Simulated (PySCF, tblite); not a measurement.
**C6H10F2OSi: geometry, infrared bands and NMR shifts**

Wanted: the infrared bands and NMR shifts of C6H10F2OSi (`C[SiH](C)/C=C\C(=O)C(F)F`), by calculation.

Computed with tblite 0.8.0 and PySCF 2.14.0, with density-fitted response routines of our own, on a single molecule in the gas phase. Atoms count from 0, in the outputs and in this text.

**1. The molecule as given**

20 atoms, charge 0, multiplicity 1; geometry from: force field or distance geometry start.

Bonds of the start (Å): C0–Si1 1.87, Si1–C2 1.86, Si1–C3 1.84, C3–C4 1.32, C4–C5 1.45, C5–O6 1.25, C5–C7 1.50, C7–F8 1.40, C7–F9 1.40, C0–H10 1.11, C0–H11 1.11, C0–H12 1.11, Si1–H13 1.48, C2–H14 1.10, C2–H15 1.13, C2–H16 1.12, C3–H17 1.09, C4–H18 1.09, C7–H19 1.09.

**2. Geometry optimisation with GFN2-xTB**

The job: settings as JSON, then the geometry in Å.

```
{"job": {"kind": "relax", "xc": "GFN2-xTB", "basis": "xTB"}, "charge": 0, "multiplicity": 1}
C     -2.683600    -1.279400    -0.641100
Si    -1.159000    -0.523100     0.141900
C     -1.628900     1.196800     0.654300
C      0.102200    -0.403300    -1.194200
C      1.347000    -0.080500    -0.881700
C      1.797500     0.208400     0.465000
O      1.049900     0.169600     1.470700
C      3.241300     0.573400     0.644000
F      3.961800    -0.531200     0.173200
F      3.522600     0.794300     1.996400
H     -2.397900    -2.176100    -1.225600
H     -3.086100    -0.513700    -1.339300
H     -3.446000    -1.460400     0.145500
H     -0.709900    -1.357000     1.283100
H     -0.828000     1.936500     0.502600
H     -2.510200     1.485900     0.009300
H     -1.986400     1.175500     1.717600
H     -0.145100    -0.614200    -2.233800
H      2.050300    -0.022000    -1.718400
H      3.503400     1.431200     0.027700
```

Command:

```
$ OMP_NUM_THREADS=1 python probes_run.py task.json out
```

One launch serves the whole session: the jobs run in the order shown.

**Question.** This job is followed by: GFN2-xTB harmonic vibrations, gas phase; GIAO PBE0/pcSseg-1 NMR shielding, non-relativistic, gas phase. What will the session give for the following? strongest single infrared mode (GFN2-xTB); zero-point energy (GFN2-xTB); ¹³C shifts against TMS (PBE0/pcSseg-1, means over atoms taken as alike); ¹H shifts against TMS (PBE0/pcSseg-1, means over atoms taken as alike); ²⁹Si shifts against TMS (PBE0/pcSseg-1); ¹⁷O shifts against H2O (PBE0/pcSseg-1); ¹⁹F shifts against CFCl3 (PBE0/pcSseg-1, means over atoms taken as alike).

**Answer**, as computed:

| quantity | value |
| --- | --- |
| strongest single infrared mode (GFN2-xTB) | 2238 cm⁻¹, 241 km/mol |
| zero-point energy (GFN2-xTB) | 90.8 kcal/mol |
| ¹³C shifts against TMS (PBE0/pcSseg-1, means over atoms taken as alike) | 195.5, 180.1, 140.2, 119.1, -2.9 ppm |
| ¹H shifts against TMS (PBE0/pcSseg-1, means over atoms taken as alike) | 7.95, 7.60, 6.13, 4.94, 0.19 ppm |
| ²⁹Si shifts against TMS (PBE0/pcSseg-1) | -28.7 ppm |
| ¹⁷O shifts against H2O (PBE0/pcSseg-1) | 620.0 ppm |
| ¹⁹F shifts against CFCl3 (PBE0/pcSseg-1, means over atoms taken as alike) | -140.4 ppm |

**Reading.** The optimisation took 200 steps and gained 0.714 eV; among the close pairs (by a distance rule), Si1–C3 changed most, from 1.841 to 1.904 Å. All 54 modes are real, so the xTB geometry is a minimum. The strongest single mode, at 2238 cm⁻¹, moves mainly H13. Unscaled tight-binding wavenumbers are off by several per cent, some by more. Its intensities can rank the bands wrongly. The most deshielded carbon is C5 (ketone carbonyl carbon), at 195.5 ppm: low-lying n→π* states of the double bond to the heteroatom give a large paramagnetic term (-260 ppm). The most deshielded hydrogen is H17 (hydrogen on a β carbon of a C=C–C=O unit), at 7.95 ppm: olefinic region. At PBE0/pcSseg-1: Shielding is most anisotropic at O6 (span 1195 ppm, paramagnetic term -692 ppm).
